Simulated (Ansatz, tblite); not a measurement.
# TIPS-pentacene (C44H54Si2): spin states and exact exchange

Aim: set other spin states of TIPS-pentacene (C44H54Si2) against its singlet, on many levels of theory.

Method: as each input shows; program: Ansatz 0.2.0, Gaussian basis.

Levels to be run: triplet, at the geometry of the singlet (GFN1-xTB, GFN2-xTB, PBE0-D4/def2-SVP, PBE-D4/def2-SVP); the singlet's energies come from earlier runs.

1 further run of the same task is left out (it didn't finish).

### Step 1. The structure

The geometry is that of the singlet, from an earlier relaxation (PBE-D4/def2-SVP).

SMILES `CC(C)[Si](C#Cc1c2cc3ccccc3cc2c(C#C[Si](C(C)C)(C(C)C)C(C)C)c2cc3ccccc3cc12)(C(C)C)C(C)C`, 100 atoms, charge 0, spin multiplicity 1.

Bond lengths: C1–C2 1.537 Å, C1–H47 1.109 Å, C1–H48 1.112 Å, C1–H49 1.110 Å, C2–C3 1.538 Å, C2–Si4 1.923 Å, C2–H50 1.115 Å, C3–H51 1.111 Å, C3–H52 1.112 Å, C3–H53 1.109 Å, Si4–C5 1.844 Å, Si4–C41 1.927 Å, Si4–C44 1.918 Å, C5–C6 1.239 Å, C6–C7 1.415 Å, C7–C8 1.433 Å, C7–C40 1.432 Å, C8–C9 1.415 Å and more. Angles: C2–C1–H47 111.7°, C2–C1–H48 110.9°, C2–C1–H49 112.0°, H47–C1–H48 107.8°, H47–C1–H49 107.1°, H48–C1–H49 107.1°, C1–C2–C3 111.6°, C1–C2–Si4 113.8°, C1–C2–H50 107.4°, C3–C2–Si4 112.4°, C3–C2–H50 107.8°, Si4–C2–H50 103.1°, C2–C3–H51 111.6°, C2–C3–H52 111.0°, C2–C3–H53 112.6°, H51–C3–H52 106.9°, H51–C3–H53 107.3°, H52–C3–H53 107.1° and more.

### Step 2. Triplet at the fixed geometry, GFN1-xTB

Tight binding, by tblite at 300 K electronic temperature and without a spin-polarisation term:

```python
tblite.interface.Calculator('GFN1-xTB', numbers, positions, charge=0, uhf=2).singlepoint()
```

Energy -3421.2215 eV; 0.7 s.

### Step 3. Triplet at the fixed geometry, GFN2-xTB

Tight binding, by tblite at 300 K electronic temperature and without a spin-polarisation term:

```python
tblite.interface.Calculator('GFN2-xTB', numbers, positions, charge=0, uhf=2).singlepoint()
```

Energy -3402.5442 eV; 0.57 s.

### Step 4. Triplet at the fixed geometry, PBE0-D4/def2-SVP

File in.yaml:

```yaml
crystal:
  periodic: [false, false, false]
  atoms:
    - {symbol: C, position_ang: [-5.647624, -2.690217, 1.859061]}
    - {symbol: C, position_ang: [-6.461043, -1.389570, 1.959225]}
    - {symbol: C, position_ang: [-7.973473, -1.660899, 1.884668]}
    - {symbol: Si, position_ang: [-5.898520, -0.023925, 0.727435]}
    - {symbol: C, position_ang: [-4.066032, -0.134274, 0.555503]}
    - {symbol: C, position_ang: [-2.835607, -0.143435, 0.412446]}
    - {symbol: C, position_ang: [-1.431295, -0.125688, 0.238762]}
    - {symbol: C, position_ang: [-0.830851, 0.925860, -0.527998]}
    - {symbol: C, position_ang: [-1.612140, 1.947829, -1.117500]}
    - {symbol: C, position_ang: [-1.038330, 2.979823, -1.871912]}
    - {symbol: C, position_ang: [-1.828090, 4.018044, -2.471779]}
    - {symbol: C, position_ang: [-1.233772, 5.020163, -3.209554]}
    - {symbol: C, position_ang: [0.187934, 5.043991, -3.392546]}
    - {symbol: C, position_ang: [0.982886, 4.065902, -2.832917]}
    - {symbol: C, position_ang: [0.405990, 3.004121, -2.057493]}
    - {symbol: C, position_ang: [1.185281, 1.995665, -1.474960]}
    - {symbol: C, position_ang: [0.612821, 0.952420, -0.709399]}
    - {symbol: C, position_ang: [1.422853, -0.067394, -0.111971]}
    - {symbol: C, position_ang: [2.827816, -0.035837, -0.278994]}
    - {symbol: C, position_ang: [4.058119, -0.006090, -0.419217]}
    - {symbol: Si, position_ang: [5.890600, 0.031237, -0.624946]}
    - {symbol: C, position_ang: [6.283182, -1.014990, -2.183139]}
    - {symbol: C, position_ang: [7.791731, -1.158707, -2.438294]}
    - {symbol: C, position_ang: [5.538639, -0.490237, -3.420568]}
    - {symbol: C, position_ang: [6.637321, -0.769624, 0.947981]}
    - {symbol: C, position_ang: [6.202748, -0.022697, 2.219930]}
    - {symbol: C, position_ang: [6.287509, -2.264407, 1.032038]}
    - {symbol: C, position_ang: [6.446029, 1.856516, -0.862993]}
    - {symbol: C, position_ang: [7.921828, 2.059946, -0.476306]}
    - {symbol: C, position_ang: [5.533659, 2.877196, -0.163248]}
    - {symbol: C, position_ang: [0.822599, -1.116896, 0.657012]}
    - {symbol: C, position_ang: [1.603865, -2.131756, 1.258274]}
    - {symbol: C, position_ang: [1.029531, -3.163705, 2.012122]}
    - {symbol: C, position_ang: [1.819307, -4.194561, 2.624669]}
    - {symbol: C, position_ang: [1.223181, -5.197672, 3.359669]}
    - {symbol: C, position_ang: [-0.200453, -5.230974, 3.526300]}
    - {symbol: C, position_ang: [-0.995589, -4.259949, 2.954841]}
    - {symbol: C, position_ang: [-0.416575, -3.196923, 2.182646]}
    - {symbol: C, position_ang: [-1.195455, -2.193819, 1.591399]}
    - {symbol: C, position_ang: [-0.621764, -1.147347, 0.831933]}
    - {symbol: C, position_ang: [-6.311186, 1.707388, 1.465606]}
    - {symbol: C, position_ang: [-7.764624, 2.130184, 1.189884]}
    - {symbol: C, position_ang: [-5.317689, 2.808711, 1.059879]}
    - {symbol: C, position_ang: [-6.635788, -0.247116, -1.029473]}
    - {symbol: C, position_ang: [-6.129506, 0.842602, -1.989810]}
    - {symbol: C, position_ang: [-6.360813, -1.650830, -1.592986]}
    - {symbol: H, position_ang: [-4.559544, -2.503184, 1.960965]}
    - {symbol: H, position_ang: [-5.945837, -3.406275, 2.655851]}
    - {symbol: H, position_ang: [-5.800623, -3.201700, 0.886426]}
    - {symbol: H, position_ang: [-6.244656, -0.937146, 2.955414]}
    - {symbol: H, position_ang: [-8.263909, -2.091256, 0.902851]}
    - {symbol: H, position_ang: [-8.286616, -2.390549, 2.662911]}
    - {symbol: H, position_ang: [-8.578462, -0.743221, 2.034487]}
    - {symbol: H, position_ang: [-2.702814, 1.925425, -0.972881]}
    - {symbol: H, position_ang: [-2.919771, 3.994820, -2.327151]}
    - {symbol: H, position_ang: [-1.849292, 5.810795, -3.665435]}
    - {symbol: H, position_ang: [0.641685, 5.853012, -3.985354]}
    - {symbol: H, position_ang: [2.075664, 4.080892, -2.969456]}
    - {symbol: H, position_ang: [2.277099, 2.007410, -1.613120]}
    - {symbol: H, position_ang: [5.871449, -2.021617, -1.941005]}
    - {symbol: H, position_ang: [8.336759, -1.556411, -1.556825]}
    - {symbol: H, position_ang: [8.253979, -0.183825, -2.702711]}
    - {symbol: H, position_ang: [7.990225, -1.847955, -3.287939]}
    - {symbol: H, position_ang: [5.894462, 0.521439, -3.712221]}
    - {symbol: H, position_ang: [4.445534, -0.421323, -3.245424]}
    - {symbol: H, position_ang: [5.700209, -1.153596, -4.297961]}
    - {symbol: H, position_ang: [7.743076, -0.673790, 0.843425]}
    - {symbol: H, position_ang: [6.516609, 1.040970, 2.213898]}
    - {symbol: H, position_ang: [6.639063, -0.491693, 3.128794]}
    - {symbol: H, position_ang: [5.098170, -0.039340, 2.334554]}
    - {symbol: H, position_ang: [6.668720, -2.840368, 0.164323]}
    - {symbol: H, position_ang: [5.186820, -2.415540, 1.072011]}
    - {symbol: H, position_ang: [6.715126, -2.723978, 1.949693]}
    - {symbol: H, position_ang: [6.355607, 2.022072, -1.961839]}
    - {symbol: H, position_ang: [8.602939, 1.357968, -0.999565]}
    - {symbol: H, position_ang: [8.079358, 1.920325, 0.614122]}
    - {symbol: H, position_ang: [8.258189, 3.090978, -0.721216]}
    - {symbol: H, position_ang: [5.857153, 3.917092, -0.388098]}
    - {symbol: H, position_ang: [5.555769, 2.759566, 0.940530]}
    - {symbol: H, position_ang: [4.475131, 2.774089, -0.475634]}
    - {symbol: H, position_ang: [2.695565, -2.103007, 1.123076]}
    - {symbol: H, position_ang: [2.912586, -4.164121, 2.493704]}
    - {symbol: H, position_ang: [1.838543, -5.983558, 3.823918]}
    - {symbol: H, position_ang: [-0.655397, -6.041973, 4.115476]}
    - {symbol: H, position_ang: [-2.089754, -4.280547, 3.079699]}
    - {symbol: H, position_ang: [-2.288459, -2.212812, 1.716327]}
    - {symbol: H, position_ang: [-6.204173, 1.550088, 2.564420]}
    - {symbol: H, position_ang: [-8.007675, 3.081385, 1.711708]}
    - {symbol: H, position_ang: [-7.941695, 2.302065, 0.107092]}
    - {symbol: H, position_ang: [-8.502525, 1.373687, 1.527421]}
    - {symbol: H, position_ang: [-5.554217, 3.764205, 1.577071]}
    - {symbol: H, position_ang: [-4.272772, 2.536475, 1.308810]}
    - {symbol: H, position_ang: [-5.352440, 3.013779, -0.030948]}
    - {symbol: H, position_ang: [-7.737520, -0.124800, -0.908774]}
    - {symbol: H, position_ang: [-6.555434, 0.704227, -3.007497]}
    - {symbol: H, position_ang: [-5.023410, 0.806405, -2.088118]}
    - {symbol: H, position_ang: [-6.400860, 1.864115, -1.654677]}
    - {symbol: H, position_ang: [-6.771643, -1.753213, -2.621177]}
    - {symbol: H, position_ang: [-6.814984, -2.451827, -0.975569]}
    - {symbol: H, position_ang: [-5.270205, -1.852757, -1.651658]}
basis:
  gaussian: {orbitals: def2-SVP, fitting: {mean_field: def2-universal-jkfit}}
magnetization: {spin_polarized: true, initial_magnetization: 2}
hamiltonian: {xc: pbe0, dispersion: d4}
scf: {omitted_lower_state_checks: [starts]}
output: {orbitals: {seedname: orbitals}}
```

The run is started by

```console
$ ansatz run in.yaml --threads 4 --pin off --events-out ev --progress --plain --max-ram 46080MiB --backend cuda --devices 0, --max-vram 37GiB
```

The program printed:

```text
Functional definition: PBE0
  name "PBE0"
  cite "Adamo & Barone, J. Chem. Phys. 110, 6158 (1999) doi:10.1063/1.478522"
  cite "Perdew, Burke & Ernzerhof, Phys. Rev. Lett. 77, 3865 (1996) doi:10.1103/PhysRevLett.77.3865"
  parent pbe
  parameter a = 0.25
  parameter kappa = 0.804
  parameter beta = 0.06672455060314922
  exchange = (1 - a)*pbe_x(kappa = kappa, mu = beta*pi^2/3) + a*exact_x
  correlation = pbe_c(beta = beta)
these checks for a lower state are left out or cut short: starts
4528 factors; integrals over basis functions are off by at most 2.3e-1 eV
mean field evaluation 1: about -62113.3969 eV, gradient 9.8e1 eV
mean field evaluation 2: about -62105.6048 eV, gradient 1.1e2 eV
mean field evaluation 4: about -62162.9122 eV, gradient 1.4e1 eV
mean field evaluation 8: about -62163.9314 eV, gradient 6.0e-1 eV
mean field evaluation 16: about -62163.9357 eV, gradient 8.4e-3 eV
mean field -62163.93573230 eV, -2284.4825019330 hartree, gradient 8.0e-5 eV, S^2 2.039215; 0 other end points of the search recorded, 0 dependent functions left out
reference -62163.93581940 eV, -2284.4825051339 hartree; 174, 172 occupied and 748, 750 virtual orbitals, 4528 factors
Total energy: -62167.45603748 eV, -2284.6118707623 hartree
Checks for a lower state left out: starts
```

Wall time 18 s (1 × H100 (card shared with other runs) with 4 threads of AMD EPYC 7R13, shared host); peak host memory 1.7 GiB.

HOMO -4.40 eV, LUMO -3.65 eV (over both spins); ⟨S²⟩ 2.039 (pure: 2.00).

### Step 5. Triplet at the fixed geometry, PBE-D4/def2-SVP

start.molden holds the orbitals of an earlier run on this state, given as this run's starting guess.

in.yaml: that of step 4 with these lines changed.

```diff
@@ -104,5 +104,5 @@
 basis:
-  gaussian: {orbitals: def2-SVP, fitting: {mean_field: def2-universal-jkfit}}
+  gaussian: {orbitals: def2-SVP, fitting: {mean_field: def2-universal-jkfit}, initial_orbitals: start.molden}
 magnetization: {spin_polarized: true, initial_magnetization: 2}
-hamiltonian: {xc: pbe0, dispersion: d4}
+hamiltonian: {xc: pbe, dispersion: d4}
 scf: {omitted_lower_state_checks: [starts]}
```

Same command.

The program printed:

```text
Functional definition: PBE
  name "PBE"
  cite "Perdew, Burke & Ernzerhof, Phys. Rev. Lett. 77, 3865 (1996) doi:10.1103/PhysRevLett.77.3865"
  parent pbe
  parameter kappa = 0.804
  parameter beta = 0.06672455060314922
  exchange = pbe_x(kappa = kappa, mu = beta*pi^2/3)
  correlation = pbe_c(beta = beta)
these checks for a lower state are left out or cut short: starts
4528 factors; integrals over basis functions are off by at most 2.3e-1 eV
mean field evaluation 1: about -62155.2637 eV, gradient 1.3e1 eV
mean field evaluation 2: about -62155.8872 eV, gradient 6.7e-1 eV
mean field evaluation 4: about -62155.8720 eV, gradient 2.9e-2 eV
mean field evaluation 8: about -62155.8721 eV, gradient 2.0e-5 eV
mean field -62155.87205243 eV, -2284.1861671636 hartree, gradient 2.0e-5 eV, S^2 2.009960; 0 other end points of the search recorded, 0 dependent functions left out
reference -62155.87216167 eV, -2284.1861711782 hartree; 174, 172 occupied and 748, 750 virtual orbitals, 4528 factors
Total energy: -62159.88775149 eV, -2284.3337413822 hartree
Checks for a lower state left out: starts
```

Wall time 11 s (1 × H100 (card shared with other runs) with 4 threads of AMD EPYC 7R13, shared host); peak host memory 1.6 GiB.

From the report: HOMO -3.68 eV, LUMO -4.14 eV (over both spins; with the spin held, an empty level of the minority spin lies below the top filled one); ⟨S²⟩ 2.010 (pure: 2.00).

### Step 6. Triplet less singlet, vertical

The singlet's energies are those of its earlier runs, whose logs aren't repeated here.

```
           level  triplet less singlet, vertical (kJ/mol)   time
        GFN1-xTB                                    +90.6  1.3 s
        GFN2-xTB                                    +92.1  1.1 s
 PBE-D4/def2-SVP                                    +66.7   17 s
PBE0-D4/def2-SVP                                    +62.3   29 s
```

Times add the two runs; a level without a time comes out of a correlated run. Tight binding without a spin term can't rank spin states.

### Step 7. Outcome

```
                                               quantity                                     value
triplet less singlet, vertical, functionals in def2-SVP  +62.3 (PBE0-D4) to +66.7 kJ/mol (PBE-D4)
```

What this shows: All functionals put the triplet above the singlet, over a spread of 4.5 kJ/mol. The checks for a lower triplet were left out, so another state of that spin may lie lower. These are electronic energies, without zero-point motion, entropy or surroundings.
